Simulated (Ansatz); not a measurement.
# InAg3: the cost of one run

All numbers are computed with Ansatz 0.2.0 through its Python package. Level of theory: DFT PBEsol+D3(BJ) with three-body term, plane waves, PAW.

## 1. The structure

Symmetry: Pm-3m, No. 221, cubic system. The conventional cell has a = 4.144 Å, b = 4.144 Å, c = 4.144 Å, α = 90.00°, β = 90.00°, γ = 90.00°. Around In (site symmetry m-3m) lie 12 Ag at 2.93 Å. Ag (site symmetry 4/mmm) is surrounded by 4 In at 2.93 Å and 8 Ag at 2.93 Å.

Input file POSCAR:

```text
InAg3
1.0
   4.14400000    0.00000000    0.00000000
   0.00000000    4.14400000    0.00000000
   0.00000000    0.00000000    4.14400000
In Ag
1 3
Direct
   0.00000000    0.00000000    0.00000000
   0.00000000    0.50000000    0.50000000
   0.50000000    0.00000000    0.50000000
   0.50000000    0.50000000    0.00000000
```

## 2. Script

inag3.py

```python
"""Convergence of InAg3 with the plane-wave cutoff."""

import csv
import warnings

import ansatz
from ase.io import read

warnings.simplefilter("ignore", ansatz.DeckWarning)

atoms = read("POSCAR", format="vasp")
crystal = ansatz.Crystal.from_ase(atoms)

calculation = (
    crystal.calculation()
    .functional("pbesol", dispersion="d3bjatm")
    .kpoints(spacing=0.26)
    .occupations("Methfessel-Paxton", width=100 * ansatz.meV)
    .scf(tolerance=1e-10)
)

rows = []
for value in [300, 400, 500, 600]:
    summary = calculation.basis(value).run().report
    rows.append((value, summary["free_energy_ev"] / len(summary["lattice"]["sites"]), summary["n_iterations"], summary["n_pw"]))

with open("ecut.csv", "w", newline="") as handle:
    writer = csv.writer(handle)
    writer.writerow(["cutoff (eV)", "F/atom (eV)", "iterations", "plane waves"])
    writer.writerows([round(v, 5) if isinstance(v, float) else v for v in row] for row in rows)

# differences from the last row
for row in rows[:-1]:
    shift = 1000 * (row[1] - rows[-1][1])
    print(f"{row[0]}: {shift:+.2f} meV/atom" + ("  (within 5 meV)" if abs(shift) < 5 else ""))
```

## 3. The input behind the calls

The package turns the script's settings into the engine's input (first run):

```yaml
crystal:
  lattice:
    - [4.144, 0.0, 0.0]
    - [0.0, 4.144, 0.0]
    - [0.0, 0.0, 4.144]
  atoms:
    - { symbol: In, position: [0.0, 0.0, 0.0] }
    - { symbol: Ag, position: [0.0, 0.5, 0.5] }
    - { symbol: Ag, position: [0.5, 0.0, 0.5] }
    - { symbol: Ag, position: [0.5, 0.5, 0.0] }
basis:
  ecutwfc: 300.0
kpoints:
  mp_grid:
    kspacing: 0.26
hamiltonian:
  xc: pbesol
  dispersion: d3bjatm
scf:
  convergence:
    dr2_threshold: 1.0e-10
  occupations:
    method: methfessel_paxton
    width: 0.1
```

## 4. Running it

Started as:

```
$ python inag3.py
```

**Question.** How long does this script take on 1 thread of Arm Neoverse N1, shared host, and how much memory does it need?

About 25 s, with a peak of 0.5 GiB.
